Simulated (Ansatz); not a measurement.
# B3LYP/6-311+G(d,p) run of SiHClF2 (SMILES F[SiH](F)Cl)

What is the vertical ionisation energy of SiHClF2 at B3LYP/6-311+G**? 

The results are computed with Ansatz 0.2.0.

44 further runs of the same task are left out: 44 set aside as unsound or not needed. Runs told in other sessions of the task aren't counted.

**1. The structure to begin with**

SiHClF2: 5 atoms, total charge 0, spin state singlet. As SMILES, `F[SiH](F)Cl`. The coordinates come from a PBE0-D4/def2-TZVP relaxation.

Bond lengths: F1–Si2 1.577 Å, Si2–F3 1.577 Å, Si2–Cl4 2.018 Å, Si2–H5 1.465 Å. Angles: F1–Si2–F3 107.6°, F1–Si2–Cl4 109.0°, F3–Si2–Cl4 109.0°, F1–Si2–H5 109.8°, F3–Si2–H5 109.8°, Cl4–Si2–H5 111.5°.

**2. The energy at B3LYP/6-311+G(d,p)**

Contents of job.yaml:

```yaml
crystal:
  periodic: [false, false, false]
  atoms:
    - {symbol: F, position_ang: [-0.339600, -0.621400, 1.420100]}
    - {symbol: Si, position_ang: [0.095900, -0.000200, 0.037800]}
    - {symbol: F, position_ang: [-0.033500, 1.566800, 0.156500]}
    - {symbol: Cl, position_ang: [-1.157500, -0.656000, -1.401500]}
    - {symbol: H, position_ang: [1.484600, -0.363000, -0.254200]}
basis:
  gaussian:
    orbitals: 6-311+G_st__st_-spherical.json
hamiltonian:
  xc: {name: B3LYP}
accuracy: high
output: {orbitals: {seedname: orbitals}}
```

The basis set 6-311+G** is read from a file made from the Basis Set Exchange's data (not shown).

Launch:

```bash
$ ansatz run job.yaml --threads 1 --pin off --max-ram 3480MiB --events-out events.jsonl --progress --plain --runs-dir runs
```

The log of the run:

```text
Warning: RAYON_NUM_THREADS=1 ignored (pool sized by the plan → 1); use --threads N
Functional definition: B3LYP
  name "B3LYP"
  parameter a0 = 0.2
  parameter ax = 0.72
  parameter ac = 0.81
  exchange = (1 - a0 - ax)*slater_x + ax*b88_x + a0*exact_x
  correlation = (1 - ac)*vwn_rpa_c + ac*lyp_c
1916 factors; integrals over basis functions are off by at most 4.4e-9 eV
mean field evaluation 1: about -25854.7883 eV, gradient 4.9e1 eV
mean field evaluation 2: about -25849.1914 eV, gradient 8.2e1 eV
mean field evaluation 4: about -25857.9652 eV, gradient 1.5e0 eV
mean field evaluation 8: about -25858.0792 eV, gradient 1.3e-1 eV
mean field evaluation 16: about -25858.0792 eV, gradient 1.5e-5 eV
mean field -25858.07918179 eV, -950.2668826952 hartree, gradient 2.8e-8 eV, S^2 0.000000; 0 other end points of the search recorded, 0 dependent functions left out
reference -25858.07922527 eV, -950.2668842931 hartree; 25, 25 occupied and 85, 85 virtual orbitals, 1916 factors
Total energy: -25858.07922527 eV, -950.2668842931 hartree
```

It took 9.9 s on 1 thread of Arm Neoverse V1, shared host; peak memory 0.34 GiB.

**3. The doublet cation**

Contents of run.yaml:

```yaml
crystal:
  periodic: [false, false, false]
  atoms:
    - {symbol: F, position_ang: [-0.339600, -0.621400, 1.420100]}
    - {symbol: Si, position_ang: [0.095900, -0.000200, 0.037800]}
    - {symbol: F, position_ang: [-0.033500, 1.566800, 0.156500]}
    - {symbol: Cl, position_ang: [-1.157500, -0.656000, -1.401500]}
    - {symbol: H, position_ang: [1.484600, -0.363000, -0.254200]}
basis:
  gaussian:
    orbitals: 6-311+G_st__st_-spherical.json
total_charge: 1
magnetization:
  spin_polarized: true
  initial_magnetization: 1
hamiltonian:
  xc: {name: B3LYP}
accuracy: high
output:
  orbitals: {seedname: orbitals}
```

The basis set 6-311+G** is read from a file made from the Basis Set Exchange's data (not shown).

Launch:

```bash
$ ansatz run run.yaml --threads 1 --pin off --max-ram 3480MiB --events-out events.jsonl --progress --plain --runs-dir runs
```

The log of the run, shortened:

```text
Warning: RAYON_NUM_THREADS=1 ignored (pool sized by the plan → 1); use --threads N
[... 7 set-up lines as earlier in the session ...]
1916 factors; integrals over basis functions are off by at most 4.4e-9 eV
mean field evaluation 1: about -25833.6668 eV, gradient 6.4e1 eV
mean field evaluation 2: about -25772.5640 eV, gradient 1.5e2 eV
mean field evaluation 4: about -25844.9283 eV, gradient 7.7e0 eV
mean field evaluation 8: about -25845.3612 eV, gradient 1.2e0 eV
mean field evaluation 16: about -25845.3703 eV, gradient 9.5e-3 eV
mean field evaluation 32: about -25845.3703 eV, gradient 5.0e-6 eV
mean field -25845.37026098 eV, -949.7998384697 hartree, gradient 4.8e-8 eV, S^2 0.755503; 4 other end points of the search recorded, 0 dependent functions left out
reference -25845.37030606 eV, -949.7998401266 hartree; 25, 24 occupied and 85, 86 virtual orbitals, 1916 factors
Total energy: -25845.37030606 eV, -949.7998401266 hartree
```

It took 43 s on 1 thread of Arm Neoverse V1, shared host; peak memory 0.51 GiB.

**4. Outcome**

Level: B3LYP/6-311+G**.

| quantity | value |
| --- | --- |
| singlet SiHClF2: total energy | -950.26688 Eh |
| singlet SiHClF2: HOMO energy | -9.84 eV |
| singlet SiHClF2: LUMO energy | -0.15 eV |
| singlet SiHClF2: HOMO–LUMO gap | 9.69 eV |
| doublet cation: total energy | -949.79984 Eh |
| doublet cation: HOMO energy (highest over α and β) | -17.41 eV |
| doublet cation: LUMO energy (lowest over α and β) | -15.50 eV |
| doublet cation: ⟨S²⟩ | 0.756 |
| vertical ionisation energy (to the doublet cation) | 12.709 eV |

What this shows: The vertical ionisation energy comes to 12.71 eV (1226 kJ/mol). The negative HOMO energy of the first species, 9.84 eV, lies 2.86 eV below that difference.
